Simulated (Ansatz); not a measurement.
Runs of Ansatz 0.2.0 on HfIn4SiO6. Symmetry: P312, No. 149, trigonal system. Conventional cell: a = 5.277 Å, b = 5.277 Å, c = 10.559 Å, α = 90.00°, β = 90.00°, γ = 120.00°. Around Hf (site symmetry 32) lie 6 O at 2.10 Å. Around In (site symmetry 3) lie 3 O at 2.62 Å. In (site symmetry 3) has 3 O at 2.32 Å as nearest neighbours. Around Si (site symmetry 32) lie 6 O at 1.83 Å. Around O (site symmetry 1) lie 1 Si at 1.83 Å and 1 Hf at 2.10 Å. The cell was built by a generator and needn't be a form met in nature.

```tsv
task	level	cell	k mesh	points for each segment of the path	gap on the mesh (eV)	pressure (GPa)	relaxed volume (Å³/atom)	largest force (eV/Å)
relaxation of cell and atoms	PBE+D3(BJ)+ATM	relaxed	4 × 4 × 2	-	none	0.0	(a)	-
relaxation of cell and atoms	RPBE	relaxed	4 × 4 × 2	-	0.78	0.0	(b)	-
band structure	PBEsol	as given	6 × 6 × 3	10	none	-3.0	-	0.32
relaxation of cell and atoms	PBEsol	relaxed	4 × 4 × 2	-	none	0.0	19.28	0.01
relaxation of cell and atoms	BLYP	relaxed	4 × 4 × 2	-	0.96	0.0	(c)	-
```

Alike in all rows: potentials or basis Ansatz PAW; no spin polarisation; cutoff (eV) 420; smearing fermi-dirac 0.05 eV.

Task: Fill in the values left out.

Result: (a) 19.82; (b) 24.30; (c) 24.99.

Caveats: the plane-wave basis is chosen anew once the cell has moved, so the energies of steps on either side of that aren't comparable (some runs); the PAW data sets come from PBE, with cores solved anew for the run's functional, which leaves a small shift of forces and pressure (some runs); the potentials were made for another functional, which shifts forces and pressure (some runs); spin-orbit coupling is left out, which moves the levels of the heavy elements (some runs); pairwise dispersion overbinds metals, which lowers pressure and volume (some runs); the volume moved by over 15 % at a fixed basis, so the end points are rough (some runs).

A k mesh can miss the band edges, and the runs leave out spin-orbit coupling on Hf, In.

A gap of «none» marks a metal or a gap under the smearing width.

Not every run made on this cell is shown here.
